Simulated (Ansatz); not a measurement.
# TaBi (rocksalt type): the cost of one run

Method: DFT, PBE, PAW with Ansatz's default frozen-core files, scalar-relativistic, in Ansatz 0.2.0.

### 1 The structure to begin with

The structure is cubic, space group Fm-3m (No. 225). Conventional cell: a = 5.940 Å, b = 5.940 Å, c = 5.940 Å, α = 90.00°, β = 90.00°, γ = 90.00°. Around Ta (site symmetry m-3m) lie 6 Bi at 2.97 Å. Bi (site symmetry m-3m) has 6 Ta at 2.97 Å in its first shell of neighbours.

Structure file:

```
CELL_PARAMETERS angstrom
0.00000 2.97001 2.97001
2.97001 0.00000 2.97001
2.97001 2.97001 0.00000
ATOMIC_POSITIONS crystal
Ta 0.00000 0.00000 0.00000
Bi 0.50000 0.50000 0.50000
```

Atoms are numbered in the order of the input: Ta1, Bi2.

### 2 Cell relaxed at zero pressure, PAW

input.yaml reads:

```yaml
crystal:
  lattice:
    - [0.0, 2.970008718, 2.970008718]
    - [2.970008718, 0.0, 2.970008718]
    - [2.970008718, 2.970008718, 0.0]
  atoms:
    - { symbol: Ta, position: [0.0, 0.0, 0.0] }
    - { symbol: Bi, position: [0.5, 0.5, 0.5] }
kpoints:
  mp_grid: { grid: [12, 12, 12] }
scf:
  occupations: { method: fermi_dirac, width: 0.1 }
hamiltonian:
  xc: pbe
  pseudopotentials: { kind: paw }
output:
  forces: true
  stress: true
  write_density: true
  write_potential: true
  elf: true
  volumetric_format: npy
relax:
  f_tol: 0.005
  max_steps: 40
  cell: {}
```

Run with:

```sh
$ ansatz run input.yaml --threads 1 --pin off --max-ram 3584MiB --backend cpu --events-out ev --progress --plain --runs-dir out
```

Q: Estimate wall time and peak memory on 1 thread of Intel Xeon 6975P-C (Granite Rapids), shared host.

About 11 s, with a peak of 0.46 GiB.
